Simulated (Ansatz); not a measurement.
# TaSi (sextet): from Hartree-Fock to the top rungs, def2-TZVPP

One table from this session's results is given with a row withheld; the runs are named, their logs left out.

The runs use Ansatz 0.2.0, Gaussian basis; def2-TZVPP, core rule «outside noble gas», up to 9 orbitals frozen.

To be run: UHF; ROHF; CCSD(T) on UHF.

### The system

The geometry is a PBE0/def2-TZVP stationary point (not a proven minimum) of the parent state, kept for this charge and spin. No spin-orbit coupling is included. Elements past krypton take def2 core potentials.

2 atoms, charge 0, spin multiplicity 6.

Atoms are counted from 1 here; the program's logs count them from 0.

Bond lengths: Ta1–Si2 2.341 Å.

As a file:

```xyz
2
SiTa
Ta    0.0000    0.0000    0.0000
Si    0.0000    0.0000    2.3412
```

Set-up of the first run:

Input file in.yaml:

```yaml
crystal:
  periodic: [false, false, false]
  atoms:
    - {symbol: Ta, position_ang: [0.000000, 0.000000, 0.000000]}
    - {symbol: Si, position_ang: [0.000000, 0.000000, 2.341200]}
basis:
  gaussian: {orbitals: def2-TZVPP}
magnetization: {spin_polarized: true, initial_magnetization: 5}
hamiltonian: {xc: hf}
output: {orbitals: {seedname: orbitals}}
```

The run is started by

```bash
ansatz run in.yaml --threads 1 --pin off --events-out ev --progress --plain --max-ram 4096MiB --backend cpu
```

Steps of the session up to this table: UHF; ROHF; CCSD(T) on UHF.

One table of the session follows, with a row left open; its other results are not shown here.

It belongs to the step «Misses and costs». 

| method | from UCCSD(T) (meV) |
| --- | --- |
| ROHF | +5866.1 |
| UHF | +5619.4 |
| UMP2 | +1195.3 |
| UCCSD | ? |
| UCCSD(T) | 0 |

Q: Estimate the row for UCCSD from the others.

The run gave: from UCCSD(T) (meV): +400.9. In the column «from UCCSD(T) (meV)» it lies between UCCSD(T) (0) and UMP2 (+1195.3).

Limits of these values: Warnings: spin contamination; coupled cluster took another determinant than the lowest.
